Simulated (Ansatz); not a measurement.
**ScCd: a run for elastic constants**

The task is a run for elastic constants on ScCd. The structure is shown as the input types it.

Program: Ansatz 0.2.0. Level of theory: DFT, PBEsol, PAW with Ansatz's default frozen-core files, scalar-relativistic; elastic constants from stresses of strained cells. These are calculated values, not measurements.

1 further run of the same task is left out (set aside as unsound or not needed).

## (1) The starting structure

It takes space group Pm-3m (No. 221, cubic). Conventional cell: a = 2.788 Å, b = 2.788 Å, c = 2.788 Å, α = 90.00°, β = 90.00°, γ = 90.00°. Sc (site symmetry m-3m) is surrounded by 8 Cd at 2.41 Å. Cd (site symmetry m-3m) has 8 Sc at 2.41 Å as nearest neighbours.

As a file:

```
Sc Cd
1.0
     2.78835    0.00000    0.00000
     0.00000    2.78835    0.00000
     0.00000    0.00000    2.78835
Sc Cd
1 1
Direct
  0.50000 0.50000 0.50000
  0.00000 0.00000 0.00000
```

## (2) The run

The input, input.yaml:

```yaml
crystal:
  lattice:
    - [2.78834622, 0.0, 0.0]
    - [0.0, 2.78834622, 0.0]
    - [0.0, 0.0, 2.78834622]
  atoms:
    - { symbol: Sc, position: [0.5, 0.5, 0.5] }
    - { symbol: Cd, position: [0.0, 0.0, 0.0] }
kpoints:
  mp_grid: { grid: [12, 12, 12] }
scf:
  occupations: { method: fermi_dirac, width: 0.1 }
  max_iter: 75
hamiltonian:
  xc: pbesol
  pseudopotentials: { kind: paw }
elastic:
  mode: relaxed_ion
  stencil: four_point
  amplitude: 0.003
```

Run with:

```console
$ ansatz run input.yaml --threads 1 --pin off --max-ram 2048MiB --backend cpu --events-out ev --progress --plain --runs-dir out
```

Q: Will this input give a usable result? If not, why, and what should change?

The program finished normally. It gives a pressure of 204 GPa, which is large; a structure far from rest gives such values too, whatever the setting.

All distances are much too short, so cores begin to overlap. The shortest distance in the input is 2.41 Å, between atoms 1 (Sc) and 2 (Cd).

The cure: restore the intended size.
